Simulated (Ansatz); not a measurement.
**C₆H₁₄GeO₂Si: up Jacob's ladder to CCSD(T)**

Aim: compute C₆H₁₄GeO₂Si with functionals from several rungs and with coupled cluster, and see how far each lands from CCSD(T) at the basis-set limit for the atomisation energy.

Computed with Ansatz 0.2.0, Gaussian basis. Level: functionals in def2-TZVPP, the program's frozen cores in correlated methods.

Levels to be run: LDA (SPW92), PBE-D4, revPBE-D4, BLYP-D4, r2SCAN-D4, B97M-V, PBE0-D4, B3LYP-D4, r2SCANh-D4, r2SCAN0-D4, HSE06-D4, BHLYP-D4, CAM-B3LYP-D4, LC-ωPBE, ωB97X-V, ωB97M-V, B2PLYP, PBE-QIDH; CCSD(T)/def2-SVP; CCSD(T)/def2-TZVPP; MP2/def2-QZVPP; extrapolation to the limit; RPA on PBE.

### 1 The geometry

All runs share one geometry, relaxed beforehand with PBE0-D4 in a triple-zeta def2 set.

SMILES `C[O][GeH2][C]#C[Si](C)(C)OC`, 24 atoms, charge 0, spin multiplicity 1.

Atoms are counted from 1 here; the program's logs count them from 0.

Bond lengths: C1–O2 1.408 Å, C1–H11 1.098 Å, C1–H12 1.097 Å, C1–H13 1.092 Å, O2–Ge3 1.775 Å, Ge3–C4 1.903 Å, Ge3–H14 1.528 Å, Ge3–H15 1.538 Å, C4–C5 1.215 Å, C5–Si6 1.844 Å, Si6–C7 1.853 Å, Si6–C8 1.861 Å, Si6–O9 1.644 Å, C7–H16 1.093 Å, C7–H17 1.093 Å, C7–H18 1.092 Å, C8–H19 1.093 Å, C8–H20 1.093 Å and more. Angles: O2–C1–H11 112.1°, O2–C1–H12 111.9°, O2–C1–H13 107.9°, H11–C1–H12 108.3°, H11–C1–H13 108.2°, H12–C1–H13 108.3°, C1–O2–Ge3 118.2°, O2–Ge3–C4 108.4°, O2–Ge3–H14 105.3°, O2–Ge3–H15 109.5°, C4–Ge3–H14 111.3°, C4–Ge3–H15 108.7°, H14–Ge3–H15 113.5°, Ge3–C4–C5 178.5°, C4–C5–Si6 178.6°, C5–Si6–C7 110.0°, C5–Si6–C8 107.5°, C5–Si6–O9 108.0° and more.

### 2 LDA

This LDA is Slater exchange with PW92 correlation.

Contents of in.yaml:

```yaml
crystal:
  periodic: [false, false, false]
  atoms:
    - {symbol: C, position_ang: [-2.555409, -2.573984, -1.372302]}
    - {symbol: O, position_ang: [-1.876410, -2.313639, -2.577536]}
    - {symbol: Ge, position_ang: [-0.103907, -2.229190, -2.539483]}
    - {symbol: C, position_ang: [0.405761, -0.907950, -1.268999]}
    - {symbol: C, position_ang: [0.706381, -0.072527, -0.439826]}
    - {symbol: Si, position_ang: [1.118176, 1.203680, 0.825280]}
    - {symbol: C, position_ang: [2.910011, 1.087295, 1.281777]}
    - {symbol: C, position_ang: [0.657360, 2.861659, 0.116164]}
    - {symbol: O, position_ang: [0.261496, 0.864427, 2.186516]}
    - {symbol: C, position_ang: [-1.134032, 0.691675, 2.217114]}
    - {symbol: H, position_ang: [-2.279818, -3.547121, -0.944151]}
    - {symbol: H, position_ang: [-2.363933, -1.800058, -0.618212]}
    - {symbol: H, position_ang: [-3.626444, -2.587504, -1.586602]}
    - {symbol: H, position_ang: [0.312286, -1.829166, -3.954519]}
    - {symbol: H, position_ang: [0.465648, -3.586670, -2.093114]}
    - {symbol: H, position_ang: [3.544521, 1.271229, 0.411559]}
    - {symbol: H, position_ang: [3.156921, 1.825270, 2.049076]}
    - {symbol: H, position_ang: [3.142740, 0.094842, 1.672638]}
    - {symbol: H, position_ang: [1.227519, 3.059515, -0.795162]}
    - {symbol: H, position_ang: [-0.403220, 2.902280, -0.143052]}
    - {symbol: H, position_ang: [0.867472, 3.660908, 0.831725]}
    - {symbol: H, position_ang: [-1.456200, -0.086956, 1.516219]}
    - {symbol: H, position_ang: [-1.661745, 1.620645, 1.971792]}
    - {symbol: H, position_ang: [-1.420173, 0.390743, 3.226500]}
basis:
  gaussian: {orbitals: def2-TZVPP}
hamiltonian: {xc: lda}
output: {orbitals: {seedname: orbitals}}
```

The runs that follow: PBE-D4 (GGA); revPBE-D4 (GGA); BLYP-D4 (GGA); r2SCAN-D4 (meta-GGA); B97M-V (meta-GGA); PBE0-D4 (hybrid); B3LYP-D4 (hybrid); r2SCANh-D4 (hybrid); r2SCAN0-D4 (hybrid); HSE06-D4 (hybrid); BHLYP-D4 (hybrid); CAM-B3LYP-D4 (range-separated); LC-ωPBE (range-separated); ωB97X-V (range-separated); ωB97M-V (range-separated); B2PLYP (double hybrid); PBE-QIDH (double hybrid); CCSD(T) in def2-SVP; CCSD(T) in def2-TZVPP; MP2 in def2-QZVPP; RPA on PBE orbitals.

Before running them: what should the planned runs give, taken together? Wanted: atomisation energy, CCSD(T)/CBS; farthest beyond LDA; mean size of error, GGA; mean size of error, meta-GGA; mean size of error, hybrid; mean size of error, range-separated; mean size of error, double hybrid; gap, smallest and largest; T1 diagnostic.

**Answer**, as computed:

| quantity | value |
| --- | --- |
| atomisation energy, CCSD(T)/CBS | 9428.0 kJ/mol |
| functionals within 94.3 kJ/mol (1.0 %) | revPBE-D4, BLYP-D4, r2SCAN-D4, B97M-V, PBE0-D4, B3LYP-D4, r2SCANh-D4, HSE06-D4, CAM-B3LYP-D4, LC-ωPBE, ωB97X-V, ωB97M-V, PBE-QIDH |
| farthest beyond LDA | BHLYP-D4 (-273.7 kJ/mol) |
| mean size of error, GGA | 92.5 kJ/mol |
| mean size of error, meta-GGA | 13.6 kJ/mol |
| mean size of error, hybrid | 78.9 kJ/mol |
| mean size of error, range-separated | 20.3 kJ/mol |
| mean size of error, double hybrid | 79.6 kJ/mol |
| gap, smallest and largest | 4.60 eV (LDA (SPW92)), 12.14 eV (LC-ωPBE) |
| T1 diagnostic | 0.0117 |
| triples share of the correlation energy | 4.0 % |

What this shows: The LDA atomisation energy is off by 1294.8 kJ/mol (14 %): it overbinds. PBE-D4 is off by +144.4 kJ/mol. Double hybrids carry the basis error of their MP2 part in triple zeta, and no dispersion term here, so their miss is partly the set-up's. The rungs meta-GGA, range-separated, hybrid, double hybrid, GGA miss on average by less than the doubt on the reference (94.3 kJ/mol), so they tie. Misses under about 94.3 kJ/mol are within the doubt on the reference itself, which lacks core-valence correlation, relativity and higher excitations, and its outer-core shells are covered unevenly. Hartree-Fock recovers 74 % of the binding; the rest is correlation. CCSD(T) in def2-SVP is off by -496.6 kJ/mol, which most functionals beat. The gap grows from 4.6 to 12.1 eV across the functionals, mostly with the share of exact exchange. Correlated methods include outer-core shells of Ge, which these sets cover unevenly.
